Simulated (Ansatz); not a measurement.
# GeH3Cl + SiH3 radical: a complex and its separated parts, part 2 of 3

Ansatz 0.2.0, Gaussian basis.

## Step 9: PBE0-D4/def2-TZVPP

The inputs:

parta/in.yaml

```yaml
crystal:
  periodic: [false, false, false]
  atoms:
    - {symbol: Cl, position_ang: [-0.228593, 0.669706, -0.292284]}
    - {symbol: Ge, position_ang: [-0.799275, 2.524276, -1.229965]}
    - {symbol: H, position_ang: [-2.246970, 2.810272, -0.818868]}
    - {symbol: H, position_ang: [0.159734, 3.602708, -0.716257]}
    - {symbol: H, position_ang: [-0.668553, 2.323142, -2.742931]}
basis:
  gaussian: {orbitals: def2-TZVPP}
hamiltonian: {xc: pbe0, dispersion: d4}
output: {orbitals: {seedname: orbitals}}
```

partb/in.yaml

```yaml
crystal:
  periodic: [false, false, false]
  atoms:
    - {symbol: Si, position_ang: [0.847352, -2.687778, 1.316887]}
    - {symbol: H, position_ang: [1.182533, -2.447764, 2.744567]}
    - {symbol: H, position_ang: [2.036522, -3.151208, 0.555751]}
    - {symbol: H, position_ang: [-0.282852, -3.643255, 1.182999]}
basis:
  gaussian: {orbitals: def2-TZVPP}
magnetization: {spin_polarized: true, initial_magnetization: 1}
hamiltonian: {xc: pbe0, dispersion: d4}
output: {orbitals: {seedname: orbitals}}
```

One command serves all of them, each in its own folder.

On the command line:

```bash
ansatz run in.yaml --threads 8 --pin off --events-out ev --progress --plain --max-ram 19148MiB
```

Log of parta, cut to the lines that bear on the results:

```text
Functional definition: PBE0
  name "PBE0"
  cite "Adamo & Barone, J. Chem. Phys. 110, 6158 (1999) doi:10.1063/1.478522"
  cite "Perdew, Burke & Ernzerhof, Phys. Rev. Lett. 77, 3865 (1996) doi:10.1103/PhysRevLett.77.3865"
  parent pbe
[...]
903 factors; their error is unknown
[...]
mean field -69079.74689276 eV, -2538.6338743746 hartree, gradient 2.3e-5 eV, S^2 0.000000; 0 other end points of the search recorded, 0 dependent functions left out
reference -69079.74691894 eV, -2538.6338753370 hartree; 26, 26 occupied and 106, 106 virtual orbitals, 903 factors
Total energy: -69079.81011607 eV, -2538.6361977884 hartree
```

partb printed, cut to the lines that bear on the results:

```text
[... 5 set-up lines as earlier in the session ...]
[...]
468 factors; their error is unknown
[...]
mean field -7921.48682826 eV, -291.1092715621 hartree, gradient 2.7e-5 eV, S^2 0.753054; 0 other end points of the search recorded, 0 dependent functions left out
reference -7921.48685459 eV, -291.1092725294 hartree; 9, 8 occupied and 75, 76 virtual orbitals, 468 factors
Total energy: -7921.51487467 eV, -291.1103022484 hartree
```

Times: 0.5 s (parta), 0.3 s (partb) on 8 threads of Arm Neoverse V2, shared host.

## Step 10: B3LYP-D4/def2-TZVPP

Each input of step 9 (parta, partb) changes in the same lines:

```diff
-hamiltonian: {xc: pbe0, dispersion: d4}
-output: {orbitals: {seedname: orbitals}}
+hamiltonian: {xc: {name: B3LYP}, dispersion: d4}
```

Each run has its own folder and the same command.

On the command line:

```bash
ansatz run in.yaml --threads 8 --pin off --events-out ev --progress --plain --max-ram 19148MiB
```

parta printed, cut to the lines that bear on the results:

```text
Functional definition: B3LYP
  name "B3LYP"
  cite "Stephens, Devlin, Chabalowski & Frisch, J. Phys. Chem. 98, 11623 (1994) doi:10.1021/j100096a001"
[... 2 set-up lines as earlier in the session ...]
  cite "Vosko, Wilk & Nusair, Can. J. Phys. 58, 1200 (1980) doi:10.1139/p80-159"
[...]
879 factors; their error is unknown
[...]
mean field -69092.87747326 eV, -2539.1164143078 hartree, gradient 2.5e-5 eV, S^2 0.000000; 0 other end points of the search recorded, 0 dependent functions left out
reference -69092.87770845 eV, -2539.1164229509 hartree; 26, 26 occupied and 106, 106 virtual orbitals, 879 factors
Total energy: -69093.00194972 eV, -2539.1209887334 hartree
```

Log of partb, cut to the lines that bear on the results:

```text
[... 6 set-up lines as earlier in the session ...]
[...]
468 factors; their error is unknown
[...]
mean field -7925.67558924 eV, -291.2632056885 hartree, gradient 7.3e-5 eV, S^2 0.751952; 0 other end points of the search recorded, 0 dependent functions left out
reference -7925.67579207 eV, -291.2632131426 hartree; 9, 8 occupied and 75, 76 virtual orbitals, 468 factors
Total energy: -7925.73174739 eV, -291.2652694626 hartree
```

Times: 0.55 s (parta), 0.25 s (partb) on 8 threads of Arm Neoverse V2, shared host.

## Step 11: r2SCAN0-D4/def2-TZVPP

Each input of step 10 (parta, partb) changes in the same lines:

```diff
-hamiltonian: {xc: {name: B3LYP}, dispersion: d4}
+hamiltonian: {xc: {name: r2SCAN0}, dispersion: d4}
```

One command serves all of them, each in its own folder.

On the command line:

```bash
ansatz run in.yaml --threads 8 --pin off --events-out ev --progress --plain --max-ram 19148MiB
```

Log of parta, cut to the lines that bear on the results:

```text
Functional definition: r2SCAN0
  name "r2SCAN0"
  cite "Bursch, Neugebauer, Ehlert & Grimme, J. Chem. Phys. 156, 134105 (2022) doi:10.1063/5.0086040"
[... 3 set-up lines as earlier in the session ...]
[...]
903 factors; their error is unknown
[...]
mean field -69089.37784616 eV, -2538.9878053840 hartree, gradient 4.9e-5 eV, S^2 0.000000; 0 other end points of the search recorded, 0 dependent functions left out
reference -69089.37785349 eV, -2538.9878056534 hartree; 26, 26 occupied and 106, 106 virtual orbitals, 903 factors
Total energy: -69089.39767094 eV, -2538.9885339313 hartree
```

Output in partb, cut to the lines that bear on the results:

```text
[... 6 set-up lines as earlier in the session ...]
[...]
468 factors; their error is unknown
[...]
mean field -7924.07968502 eV, -291.2045572903 hartree, gradient 4.7e-5 eV, S^2 0.754661; 0 other end points of the search recorded, 0 dependent functions left out
reference -7924.07969496 eV, -291.2045576556 hartree; 9, 8 occupied and 75, 76 virtual orbitals, 468 factors
Total energy: -7924.08855161 eV, -291.2048831315 hartree
```

Times: 1 s (parta), 0.6 s (partb) on 8 threads of Arm Neoverse V2, shared host.

## Step 12: BHLYP-D4/def2-TZVPP

The same edit goes into each in.yaml of step 11 (parta, partb):

```diff
-hamiltonian: {xc: {name: r2SCAN0}, dispersion: d4}
+hamiltonian: {xc: {name: BHLYP}, dispersion: d4}
```

One command serves all of them, each in its own folder.

On the command line:

```bash
ansatz run in.yaml --threads 8 --pin off --events-out ev --progress --plain --max-ram 19148MiB
```

parta printed, cut to the lines that bear on the results:

```text
Functional definition: BHLYP
  name "BHLYP"
  cite "Becke, J. Chem. Phys. 98, 1372 (1993) doi:10.1063/1.464304"
[... 2 set-up lines as earlier in the session ...]
[...]
981 factors; their error is unknown
[...]
mean field -69090.52617000 eV, -2539.0300055069 hartree, gradient 6.2e-5 eV, S^2 0.000000; 0 other end points of the search recorded, 0 dependent functions left out
reference -69090.52633028 eV, -2539.0300113969 hartree; 26, 26 occupied and 106, 106 virtual orbitals, 981 factors
Total energy: -69090.62975048 eV, -2539.0338120193 hartree
```

Log of partb, cut to the lines that bear on the results:

```text
[... 5 set-up lines as earlier in the session ...]
[...]
487 factors; their error is unknown
[...]
mean field -7924.93209446 eV, -291.2358827596 hartree, gradient 6.2e-5 eV, S^2 0.752286; 0 other end points of the search recorded, 0 dependent functions left out
reference -7924.93223169 eV, -291.2358878027 hartree; 9, 8 occupied and 75, 76 virtual orbitals, 487 factors
Total energy: -7924.97161675 eV, -291.2373351769 hartree
```

They took 0.5 s (parta), 0.3 s (partb) on 8 threads of Arm Neoverse V2, shared host.

## Step 13: CAM-B3LYP-D4/def2-TZVPP

Each input of step 12 (parta, partb) changes in the same lines:

```diff
-hamiltonian: {xc: {name: BHLYP}, dispersion: d4}
+hamiltonian: {xc: {name: CAM-B3LYP}, dispersion: d4}
```

One command serves all of them, each in its own folder.

On the command line:

```bash
ansatz run in.yaml --threads 8 --pin off --events-out ev --progress --plain --max-ram 19148MiB
```

Log of parta, cut to the lines that bear on the results:

```text
Functional definition: CAM-B3LYP
  name "CAM-B3LYP"
  cite "Yanai, Tew & Handy, Chem. Phys. Lett. 393, 51 (2004) doi:10.1016/j.cplett.2004.06.011"
  cite "Iikura, Tsuneda, Yanai & Hirao, J. Chem. Phys. 115, 3540 (2001) doi:10.1063/1.1383587"
[... 2 set-up lines as earlier in the session ...]
[...]
879 factors; their error is unknown
189 factors; integrals over basis functions are off by at most 1.7e-5 eV
[...]
mean field -69094.71282107 eV, -2539.1838620957 hartree, gradient 5.1e-5 eV, S^2 0.000000; 0 other end points of the search recorded, 0 dependent functions left out
reference -69094.71293568 eV, -2539.1838663078 hartree; 26, 26 occupied and 106, 106 virtual orbitals, 879 factors
Total energy: -69094.77750801 eV, -2539.1862392969 hartree
```

Log of partb, cut to the lines that bear on the results:

```text
[... 6 set-up lines as earlier in the session ...]
[...]
  # Exact exchange under (alpha + beta erf(omega r))/r, Becke's under what is left of 1/r.
[...]
468 factors; their error is unknown
126 factors; integrals over basis functions are off by at most 1.6e-5 eV
[...]
mean field -7925.03186303 eV, -291.2395491867 hartree, gradient 5.7e-5 eV, S^2 0.751942; 0 other end points of the search recorded, 0 dependent functions left out
reference -7925.03196125 eV, -291.2395527964 hartree; 9, 8 occupied and 75, 76 virtual orbitals, 468 factors
Total energy: -7925.05973812 eV, -291.2405735775 hartree
```

Times: 0.6 s (parta), 0.35 s (partb) on 8 threads of Arm Neoverse V2, shared host.

## Step 14: wB97X-V/def2-TZVPP

The same edit goes into each in.yaml of step 13 (parta, partb):

```diff
-hamiltonian: {xc: {name: CAM-B3LYP}, dispersion: d4}
+hamiltonian: {xc: {name: wB97X-V}}
```

The same command starts each run, in its folder.

On the command line:

```bash
ansatz run in.yaml --threads 8 --pin off --events-out ev --progress --plain --max-ram 19148MiB
```

Log of parta, cut to the lines that bear on the results:

```text
Functional definition: wB97X-V
  name "wB97X-V"
  cite "Mardirossian & Head-Gordon, Phys. Chem. Chem. Phys. 16, 9904 (2014) doi:10.1039/C3CP54374A"
[... 2 set-up lines as earlier in the session ...]
[...]
      + integral(e_c_pw_opposite_spin*poly(b97_u_opposite, cos0, cos1)) + vv10(b, c)
876 factors; their error is unknown
167 factors; integrals over basis functions are off by at most 3.7e-5 eV
[...]
mean field -69084.06000555 eV, -2538.7923783463 hartree, gradient 2.3e-5 eV, S^2 0.000000; 0 other end points of the search recorded, 0 dependent functions left out
reference -69084.06000401 eV, -2538.7923782898 hartree; 26, 26 occupied and 106, 106 virtual orbitals, 876 factors
Total energy: -69084.06000401 eV, -2538.7923782898 hartree
```

partb printed, cut to the lines that bear on the results:

```text
[... 5 set-up lines as earlier in the session ...]
[...]
      + integral(e_c_pw_opposite_spin*poly(b97_u_opposite, cos0, cos1)) + vv10(b, c)
468 factors; their error is unknown
115 factors; integrals over basis functions are off by at most 1.2e-5 eV
[...]
mean field -7923.55540813 eV, -291.1852904701 hartree, gradient 4.9e-5 eV, S^2 0.751563; 0 other end points of the search recorded, 0 dependent functions left out
reference -7923.55540757 eV, -291.1852904493 hartree; 9, 8 occupied and 75, 76 virtual orbitals, 468 factors
Total energy: -7923.55540757 eV, -291.1852904493 hartree
```

Times: 1.2 s (parta), 0.7 s (partb) on 8 threads of Arm Neoverse V2, shared host.

## Step 15: wB97M-V/def2-TZVPP

The same edit goes into each in.yaml of step 14 (parta, partb):

```diff
-hamiltonian: {xc: {name: wB97X-V}}
+hamiltonian: {xc: {name: wB97M-V}}
```

Each run has its own folder and the same command.

On the command line:

```bash
ansatz run in.yaml --threads 8 --pin off --events-out ev --progress --plain --max-ram 19148MiB
```

parta printed, cut to the lines that bear on the results:

```text
Functional definition: wB97M-V
  name "wB97M-V"
  cite "Mardirossian & Head-Gordon, J. Chem. Phys. 144, 214110 (2016) doi:10.1063/1.4952647"
[... 2 set-up lines as earlier in the session ...]
  # Of w^i u^j: cxij and so on, Table III.
[...]
  gx(w, u) = 1 - cx + cx01*u + cx10*w
[...]
      + integral(e_c_pw_mod_opposite_spin*gos(b97_w_opposite, b97_u_opposite)) + vv10(b, c)
873 factors; their error is unknown
167 factors; integrals over basis functions are off by at most 3.7e-5 eV
[...]
mean field -69086.97008877 eV, -2538.8993219320 hartree, gradient 1.6e-5 eV, S^2 0.000000; 0 other end points of the search recorded, 0 dependent functions left out
reference -69086.97012589 eV, -2538.8993232962 hartree; 26, 26 occupied and 106, 106 virtual orbitals, 873 factors
Total energy: -69086.97012589 eV, -2538.8993232962 hartree
```

Log of partb, cut to the lines that bear on the results:

```text
[... 5 set-up lines as earlier in the session ...]
  # Of w^i u^j: cxij and so on, Table III.
[...]
  gx(w, u) = 1 - cx + cx01*u + cx10*w
[...]
      + integral(e_c_pw_mod_opposite_spin*gos(b97_w_opposite, b97_u_opposite)) + vv10(b, c)
468 factors; their error is unknown
115 factors; integrals over basis functions are off by at most 1.2e-5 eV
[...]
mean field -7923.88140369 eV, -291.1972705860 hartree, gradient 8.3e-5 eV, S^2 0.751151; 0 other end points of the search recorded, 0 dependent functions left out
reference -7923.88144207 eV, -291.1972719963 hartree; 9, 8 occupied and 75, 76 virtual orbitals, 468 factors
Total energy: -7923.88144207 eV, -291.1972719963 hartree
```

Wall times: 1.6 s (parta), 0.75 s (partb) on 8 threads of Arm Neoverse V2, shared host.

## Step 16: B2PLYP/def2-TZVPP

The same edit goes into each in.yaml of step 15 (parta, partb):

```diff
-hamiltonian: {xc: {name: wB97M-V}}
+hamiltonian: {xc: {name: B2PLYP}}
```

The same command starts each run, in its folder.

On the command line:

```bash
ansatz run in.yaml --threads 8 --pin off --events-out ev --progress --plain --max-ram 19148MiB
```

Output in parta, cut to the lines that bear on the results:

```text
Functional definition: B2PLYP
  name "B2PLYP"
  cite "Grimme, J. Chem. Phys. 124, 034108 (2006) doi:10.1063/1.2148954"
[... 2 set-up lines as earlier in the session ...]
[...]
794 factors; integrals over basis functions are off by at most 1.2e-3 eV
[...]
mean field -69073.35779522 eV, -2538.3990793707 hartree, gradient 3.6e-6 eV, S^2 0.000000; 0 other end points of the search recorded, 0 dependent functions left out
14 core orbitals not correlated: weight in the atoms' cores, before any rotation towards them, 1.000 or more for the frozen orbitals, at most 0.000 for the correlated occupied ones
reference -69073.35794489 eV, -2538.3990848712 hartree; 12, 12 occupied and 106, 106 virtual orbitals, 794 factors
second order -15.01128809 eV of doubles, -0.00000000 eV of singles
Total energy: -69077.41099267 eV, -2538.5480316299 hartree
```

partb printed, cut to the lines that bear on the results:

```text
[... 5 set-up lines as earlier in the session ...]
[...]
467 factors; integrals over basis functions are off by at most 7.4e-4 eV
[...]
mean field -7920.43224896 eV, -291.0705164874 hartree, gradient 3.0e-6 eV, S^2 0.752859; 0 other end points of the search recorded, 0 dependent functions left out
5 core orbitals not correlated: weight in the atoms' cores, before any rotation towards them, 1.000 or more for the frozen orbitals, at most 0.000 for the correlated occupied ones
reference -7920.43237736 eV, -291.0705212063 hartree; 4, 3 occupied and 75, 76 virtual orbitals, 467 factors
second order -3.93882935 eV of doubles, -0.00000000 eV of singles
Total energy: -7921.49586129 eV, -291.1096035196 hartree
```

Wall times: 0.8 s (parta), 0.4 s (partb) on 8 threads of Arm Neoverse V2, shared host.

(Continued in part 3 of 3.)
